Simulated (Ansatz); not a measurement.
Write a Python script for Ansatz's Python interface that makes energies of removing a hydrogen of C4H4Sn, SMILES C#[C][SnH2][C]#C. Use (for the species named): PBE, def2-SVPD basis, multiplicity 1.

`c4h4sn.xyz`
```text
9

C     1.82390    2.14420    0.09880
C     1.31530    1.07180    0.13110
Sn    0.49290   -0.85880    0.19610
C    -1.44830   -0.77510   -0.21780
C    -2.69970   -0.74950   -0.47610
H     2.17600    3.18370    0.04610
H     1.35710   -1.86700   -0.96900
H     0.80470   -1.50860    1.80460
H    -3.73340   -0.68710   -0.63090
```

The script, `c4h4sn_bde.py`:
```python
"""Cost of removing each kind of hydrogen from C4H4Sn, fragments frozen."""

import ansatz as az

BASIS_SET = "def2-SVPD"
XC = "PBE"


def total_energy(molecule, charge=0, unpaired=0):
    calc = (
        molecule.calculation()
        .basis(gaussian=BASIS_SET)
        .functional(XC)
    )
    if charge:
        calc = calc.charge(charge)
    if unpaired:
        calc = calc.spin("collinear", total=unpaired)
    return calc.run(threads=1).report["free_energy_ev"]

def without(molecule, index):
    rest = az.Crystal.molecule()
    for i, site in enumerate(molecule.cartesian_sites):
        if i != index:
            rest = rest.atom(site.symbol, site.position_ang)
    return rest

molecule = az.Crystal.molecule_from_extxyz("c4h4sn.xyz")

whole = total_energy(molecule, 0)
hydrogen = total_energy(az.Crystal.molecule().atom("H", (0, 0, 0)), 0, 1)
print(f"E(molecule) = {whole:.5f} eV, E(H) = {hydrogen:.5f} eV")
for index in [8, 7]:
    radical = total_energy(without(molecule, index), 0, 1)
    print(f"H{index}: homolysis {96.485332 * (radical + hydrogen - whole):.1f} kJ/mol")
```

```console
$ python c4h4sn_bde.py
E(molecule) = -10030.68388 eV, E(H) = -13.56840 eV
H8: homolysis 556.5 kJ/mol
H7: homolysis 305.8 kJ/mol
```

Notes:
- The settings weren't tested for convergence.
- The geometry is a force-field or estimated start, not a minimum of this method, and the basis set is short of its limit. All parts are taken at fixed geometry, without zero-point energy.
- def2 sets replace the cores of elements past krypton by effective core potentials.
- This functional overbinds, so such energies come out a few per cent too high (LDA far more).
- The spin-orbit lowering of heavy atoms is left out.
- It ran for 36 s on 1 thread of Arm Neoverse V2 (shared host), peak memory 0.4 GiB.
